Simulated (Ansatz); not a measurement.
InSb3:

```
Sb In
1.0
     0.00000    3.79455    3.79455
     3.79455    0.00000    3.79455
     3.79455    3.79455    0.00000
Sb In
3 1
Direct
  0.50000 0.50000 0.50000
  0.75000 0.75000 0.75000
  0.25000 0.25000 0.25000
  0.00000 0.00000 0.00000
```

The cell comes from a database or a generator and needn't be the stable form of this composition.

- Program: Ansatz 0.2.0
- Task: relaxation of cell and atoms
- Functional: HSE06
- Potentials or basis: Ansatz PAW
- Cutoff: 420 eV (not typed: the program's choice for these potentials)
- k mesh: 4 × 4 × 4
- Occupations: fermi-dirac, width 0.05 eV
- Spin: no spin polarisation

At the start: volume 27.32 Å³/atom.

How do energy, volume and symmetry change on relaxing?

It ends after 5 steps and the volume is 25.49 Å³/atom (-6.7 %); space group Fm-3m (No. 225, to 0.05 Å).

Step by step:
| step | energy change (eV) | largest force (eV/Å) | volume (Å³) |
| --- | --- | --- | --- |
| 1 | 0.0000 | 0.0000 | 109.27 |
| 2 | -0.0821 | 0.0000 | 99.62 |
| 3 | -0.0918 | 0.0000 | 102.31 |
| 4 | -0.0921 | 0.0000 | 101.95 |
| 5 | -0.0903 | 0.0000 | 101.95 |

Final structure:
```cif
data_structure
_symmetry_space_group_name_H-M 'P 1'
_symmetry_Int_Tables_number 1
_cell_length_a 5.2437
_cell_length_b 5.2437
_cell_length_c 5.2437
_cell_angle_alpha 60.000
_cell_angle_beta 60.000
_cell_angle_gamma 60.000
_cell_volume 101.95
loop_
_atom_site_label
_atom_site_type_symbol
_atom_site_fract_x
_atom_site_fract_y
_atom_site_fract_z
_atom_site_occupancy
Sb1 Sb 0.50000 0.50000 0.50000 1
Sb2 Sb 0.75000 0.75000 0.75000 1
Sb3 Sb 0.25000 0.25000 0.25000 1
In1 In 0.00000 0.00000 0.00000 1
```

Caveat: the plane-wave basis is chosen anew once the cell has moved, so the energies of steps on either side of that aren't comparable; the PAW data sets come from PBE, with cores solved anew for the run's functional, which leaves a small shift of forces and pressure.
